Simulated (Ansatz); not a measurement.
**AlFe: relaxation of cell and atoms with PBE+D4**

Crystal: AlFe.

```xyz
2
Lattice="2.9100 0.0000 0.0000 0.0000 2.9100 0.0000 0.0000 0.0000 2.9100" Properties=species:S:1:pos:R:3 pbc="T T T"
Fe    1.4550    1.4550    1.4550
Al    0.0000    0.0000    0.0000
```

```
Program             : Ansatz 0.2.0
Task                : relaxation of cell and atoms
Functional          : PBE
Dispersion          : D4
Potentials or basis : Ansatz PAW
Cutoff              : 420 eV (not typed: the program's choice for these potentials)
k mesh              : 9 × 9 × 9
Occupations         : fermi-dirac, width 0.05 eV
Spin                : collinear spin, ferromagnetic start
Starting moments    : [3.0, 0.0] μB
```

The relaxed volume is 11.53 Å³/atom, the relaxed cell is a = 2.846 Å, b = 2.846 Å, c = 2.846 Å, α = 90.00°, β = 90.00°, γ = 90.00° and the space group after relaxing (to 0.05 Å) is Pm-3m (No. 221). The energy gained by relaxing is 28.8 meV/atom. The ionic steps are 5. The pressure after relaxing is 0.0 GPa. The net moment is 0.61 μB per cell and the absolute moment is 0.70 μB per cell. The site moments are Fe +0.64; Al -0.02 μB.

The path:
| step | energy change (eV) | largest force (eV/Å) | volume (Å³) |
| --- | --- | --- | --- |
| 1 | 0.0000 | 0.0000 | 24.64 |
| 2 | -0.0522 | 0.0000 | 23.54 |
| 3 | -0.0582 | 0.0000 | 23.00 |
| 4 | -0.0583 | 0.0000 | 23.05 |
| 5 | -0.0577 | 0.0000 | 23.05 |

Final structure:
```xyz
2
Lattice="2.8461 0.0000 0.0000 0.0000 2.8461 0.0000 0.0000 0.0000 2.8461" Properties=species:S:1:pos:R:3 pbc="T T T"
Fe    1.4230    1.4230    1.4230
Al    0.0000    0.0000    0.0000
```

Wall time 4.7 s on 2 threads of Intel(R) Xeon(R) Platinum 8488C (Sapphire Rapids) (shared host), peak memory 0.36 GiB.

Caveat: the plane-wave basis is chosen anew once the cell has moved, so the energies of steps on either side of that aren't comparable.
